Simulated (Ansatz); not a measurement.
# Ta: the cost of one run

Program: Ansatz 0.2.0. Level of theory: DFT PBEsol, scalar-relativistic, plane waves, PAW. These are calculated values, not measurements.

2 further runs of the same task are left out: 2 set aside as unsound or not needed. Runs told in other sessions of the task aren't counted.

### 1 Starting point

It takes space group Fm-3m (No. 225, cubic). Conventional cell: a = 4.176 Å, b = 4.176 Å, c = 4.176 Å, α = 90.00°, β = 90.00°, γ = 90.00°. Around Ta (site symmetry m-3m) lie 12 Ta at 2.95 Å.

Structure file:

```
CELL_PARAMETERS angstrom
-2.08780 -2.08780 0.00000
2.08780 -2.08780 0.00000
0.00000 0.00000 12.52677
ATOMIC_POSITIONS crystal
Ta 0.00000 0.00000 0.00000
Ta 0.50000 0.50000 0.16667
Ta 0.00000 0.00000 0.33333
Ta 0.50000 0.50000 0.50000
Ta 0.00000 0.00000 0.66667
Ta 0.50000 0.50000 0.83333
```

It is built from the cell relaxed beforehand with the same method (18.20 Å³/atom).

### 2 Zero of the scan

Contents of input.yaml:

```yaml
crystal:
  lattice:
    - [-2.0877952336, -2.0877952336, 0.0]
    - [2.0877952336, -2.0877952336, 0.0]
    - [0.0, 0.0, 12.5267714016]
  atoms:
    - { symbol: Ta, position: [0.0, 0.0, 0.0] }
    - { symbol: Ta, position: [0.5, 0.5, 0.1666666667] }
    - { symbol: Ta, position: [0.0, 0.0, 0.3333333333] }
    - { symbol: Ta, position: [0.5, 0.5, 0.5] }
    - { symbol: Ta, position: [0.0, 0.0, 0.6666666667] }
    - { symbol: Ta, position: [0.5, 0.5, 0.8333333333] }
basis:
  ecutwfc: 420
kpoints:
  mp_grid: { grid: [20, 20, 5] }
hamiltonian:
  xc: pbesol
scf:
  occupations: { method: gaussian, width: 0.15 }
output:
  forces: true
  stress: true
  eigenvalues: true
```

Command:

```console
> ansatz run input.yaml --threads 2 --pin off --max-ram 5120MiB --backend cpu --events-out ev --progress --plain --runs-dir out
```

What time and memory should one allow on 2 threads of AMD EPYC 9R45 (Zen 5), shared host?

About 6.2 s, with a peak of 0.89 GiB.
